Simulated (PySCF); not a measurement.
# From one method to the next for ZnH

Aim: see what other levels and later steps give for ZnH.

The runs use PySCF 2.14.0; each script names its method and basis.

3 further runs of the same task are left out: 3 that didn't finish.

## Step 1: Where the work starts

ZnH: 2 atoms, charge 0, spin multiplicity 2.

Bond lengths: Zn1–H2 1.510 Å.

## Step 2: Base script

The input, input.py:

```python
from pyscf import gto, scf
from pyscf.hessian import thermo

mol = gto.M(
    atom='Zn 0 0 0; H 0 0 1.51',
    basis='def2-svpd',
    charge=0,
    spin=1,
    symmetry=True,
    verbose=4,
)
mf = scf.UHF(mol)
mf = mf.density_fit(auxbasis='def2-universal-jkfit')
mf.kernel()
hess = mf.Hessian().kernel()
print('wavenumber (cm^-1) =', thermo.harmonic_analysis(mol, hess)['freq_wavenumber'].round(1))
mf.dip_moment()
print('orbital energies (hartree):', [e[max(0, n-3):n+3].round(4) for e, n in zip(mf.mo_energy, mol.nelec)])
```

Launch:

```sh
> OMP_NUM_THREADS=1 python input.py
```

## Step 3: Polarisability

Edit 1 changes step after the SCF: frequency → polarizability.

Changes to input.py since step 2:

```diff
@@ -1,3 +1,3 @@
 from pyscf import gto, scf
-from pyscf.hessian import thermo
+from pyscf.prop.polarizability import uhf as pol
 
@@ -14,4 +14,4 @@
 mf.kernel()
-hess = mf.Hessian().kernel()
-print('wavenumber (cm^-1) =', thermo.harmonic_analysis(mol, hess)['freq_wavenumber'].round(1))
+print('polarizability (a.u.)')
+print(pol.Polarizability(mf).polarizability().round(4))
 mf.dip_moment()
```

## Step 4: O3lyp (UKS)

Edit 2 changes functional: none (Hartree–Fock) → o3lyp; SCF type: UHF → UKS; step after the SCF: frequency → analyze.

The input, input.py:

```python
from pyscf import gto, dft

mol = gto.M(
    atom='Zn 0 0 0; H 0 0 1.51',
    basis='def2-svpd',
    charge=0,
    spin=1,
    symmetry=True,
    verbose=4,
)
mf = dft.UKS(mol, xc='o3lyp')
mf = mf.density_fit(auxbasis='def2-universal-jkfit')
mf.kernel()
mf.analyze()
print('orbital energies (hartree):', [e[max(0, n-3):n+3].round(4) for e, n in zip(mf.mo_energy, mol.nelec)])
```

## Step 5: SCF alone

Edit 3 changes step after the SCF: frequency → none.

Changes to input.py since step 2:

```diff
@@ -1,3 +1,2 @@
 from pyscf import gto, scf
-from pyscf.hessian import thermo
 
@@ -14,4 +13,2 @@
 mf.kernel()
-hess = mf.Hessian().kernel()
-print('wavenumber (cm^-1) =', thermo.harmonic_analysis(mol, hess)['freq_wavenumber'].round(1))
 mf.dip_moment()
```

## Step 6: Geometry optimisation

Edit 4 changes step after the SCF: frequency → optimize.

The input, input.py:

```python
from pyscf import gto, scf
from pyscf.geomopt.geometric_solver import optimize

mol = gto.M(
    atom='Zn 0 0 0; H 0 0 1.51',
    basis='def2-svpd',
    charge=0,
    spin=1,
    symmetry=True,
    verbose=4,
)
mf = scf.UHF(mol)
mf = mf.density_fit(auxbasis='def2-universal-jkfit')
mf.kernel()
mol_eq = optimize(mf, maxsteps=30)
print('optimised geometry (angstrom)')
print(mol_eq.tostring('raw'))
print('orbital energies (hartree):', [e[max(0, n-3):n+3].round(4) for e, n in zip(mf.mo_energy, mol.nelec)])
```

What does the calculation give? Wanted: for each run, E(SCF); from base; gap, α spin; SCF dipole; after the SCF.

**Answer**, as computed:

```
                  run  E(SCF) (hartree)  from base (eV)  cycles  gap, α spin (eV)  SCF dipole (D)            after the SCF
                 base      -1778.092043               0      11              8.49            0.58   highest mode 2094 cm⁻¹
       polarisability      -1778.092043          0.0000      11              8.49            0.58                      n/a
          o3lyp (UKS)      -1780.043644  not comparable       9              3.48            0.41                      n/a
            SCF alone      -1778.092043          0.0000      11              8.49            0.58                      n/a
geometry optimisation      -1778.092043          0.0000      11              8.49             n/a  bond 1.628 Å, -0.080 eV
```

SCF columns refer to the geometry typed in the script.

What this shows: A lower total energy from another functional means nothing by itself.
